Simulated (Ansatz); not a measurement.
**C2H5Cl3HfSe: up Jacob's ladder to CCSD(T)**

The task here is to estimate one member of a computed series from the others.

The runs use Ansatz 0.2.0, Gaussian basis; functionals in def2-TZVPP, the program's frozen cores in correlated methods.

Plan: LDA (SPW92), PBE-D4, revPBE-D4, BLYP-D4, r2SCAN-D4, B97M-V, PBE0-D4, B3LYP-D4, r2SCANh-D4, r2SCAN0-D4, HSE06-D4, BHLYP-D4, CAM-B3LYP-D4, LC-ωPBE, ωB97X-V, ωB97M-V, B2PLYP, PBE-QIDH; CCSD(T)/def2-SVP; CCSD(T)/def2-TZVPP; MP2/def2-QZVPP; extrapolation to the limit; RPA on PBE.

### The relaxed structure

An earlier PBE0-D4 in a triple-zeta def2 set relaxation fixed the geometry. Hf takes the def2 core potential; no spin-orbit term is included.

SMILES `CC[Se][Hf]([Cl])([Cl])[Cl]`, 12 atoms, charge 0, spin multiplicity 1.

Atoms are counted from 1 here; the program's logs count them from 0.

Bond lengths: C1–C2 1.510 Å, C1–H8 1.091 Å, C1–H9 1.094 Å, C1–H10 1.091 Å, C2–Se3 1.990 Å, C2–H11 1.098 Å, C2–H12 1.089 Å, Se3–Hf4 2.516 Å, Hf4–Cl5 2.319 Å, Hf4–Cl6 2.335 Å, Hf4–Cl7 2.334 Å. Angles: C2–C1–H8 111.2°, C2–C1–H9 109.9°, C2–C1–H10 111.1°, H8–C1–H9 108.2°, H8–C1–H10 108.2°, H9–C1–H10 108.2°, C1–C2–Se3 111.8°, C1–C2–H11 110.6°, C1–C2–H12 113.0°, Se3–C2–H11 110.6°, Se3–C2–H12 104.7°, H11–C2–H12 105.9°, C2–Se3–Hf4 86.0°, Se3–Hf4–Cl5 107.3°, Se3–Hf4–Cl6 108.4°, Se3–Hf4–Cl7 109.3°, Cl5–Hf4–Cl6 111.3°, Cl5–Hf4–Cl7 111.0° and more.

Set-up of the first run:

in.yaml

```yaml
crystal:
  periodic: [false, false, false]
  atoms:
    - {symbol: C, position_ang: [0.270856, -0.721089, 1.779533]}
    - {symbol: C, position_ang: [0.356656, -0.942122, 0.288496]}
    - {symbol: Se, position_ang: [1.658392, 0.296265, -0.567677]}
    - {symbol: Hf, position_ang: [-0.335024, 1.316876, -1.713751]}
    - {symbol: Cl, position_ang: [0.434979, 3.106436, -2.971357]}
    - {symbol: Cl, position_ang: [-1.845677, 2.019768, -0.077931]}
    - {symbol: Cl, position_ang: [-1.351006, -0.286634, -3.072155]}
    - {symbol: H, position_ang: [-0.092935, 0.281635, 2.008645]}
    - {symbol: H, position_ang: [-0.418942, -1.444429, 2.224407]}
    - {symbol: H, position_ang: [1.246899, -0.845417, 2.251105]}
    - {symbol: H, position_ang: [-0.634041, -0.842626, -0.174906]}
    - {symbol: H, position_ang: [0.709842, -1.938684, 0.025580]}
basis:
  gaussian: {orbitals: def2-TZVPP}
hamiltonian: {xc: lda}
output: {orbitals: {seedname: orbitals}}
```

Command:

```console
$ ansatz run in.yaml --threads 2 --pin off --events-out ev --progress --plain --max-ram 22528MiB --backend cuda --devices 0, --max-vram 18GiB
```

Among the steps run: LDA; PBE-D4 (GGA); revPBE-D4 (GGA); BLYP-D4 (GGA); r2SCAN-D4 (meta-GGA); B97M-V (meta-GGA); PBE0-D4 (hybrid); B3LYP-D4 (hybrid); r2SCANh-D4 (hybrid); r2SCAN0-D4 (hybrid); HSE06-D4 (hybrid); BHLYP-D4 (hybrid); CAM-B3LYP-D4 (range-separated); LC-ωPBE (range-separated); ωB97X-V (range-separated); ωB97M-V (range-separated); B2PLYP (double hybrid); PBE-QIDH (double hybrid).

One table of the session follows, with a row left open; its other results are not shown here.

It belongs to the step «Frontier levels by functional». 

| functional | HOMO (eV) | LUMO (eV) | gap (eV) |
| --- | --- | --- | --- |
| LDA (SPW92) | -6.39 | -3.12 | 3.27 |
| PBE-D4 | ? | ? | ? |
| revPBE-D4 | -6.16 | -2.78 | 3.38 |
| BLYP-D4 | -6.04 | -2.71 | 3.33 |
| r2SCAN-D4 | -6.50 | -2.72 | 3.78 |
| B97M-V | -6.54 | -2.67 | 3.87 |
| PBE0-D4 | -7.33 | -2.07 | 5.26 |
| B3LYP-D4 | -7.09 | -2.25 | 4.84 |
| r2SCANh-D4 | -6.90 | -2.42 | 4.48 |
| r2SCAN0-D4 | -7.51 | -1.97 | 5.54 |
| HSE06-D4 | -6.94 | -2.44 | 4.49 |
| BHLYP-D4 | -8.26 | -1.08 | 7.18 |
| CAM-B3LYP-D4 | -8.55 | -0.97 | 7.58 |
| LC-ωPBE | -9.88 | 0.11 | 9.99 |
| ωB97X-V | -9.55 | 0.04 | 9.59 |
| ωB97M-V | -9.41 | -0.03 | 9.37 |

Q: Estimate the row for PBE-D4 from the others.

As computed: HOMO (eV): -6.22; LUMO (eV): -2.87; gap (eV): 3.35. In the column «HOMO (eV)» it lies between LDA (SPW92) (-6.39) and revPBE-D4 (-6.16).
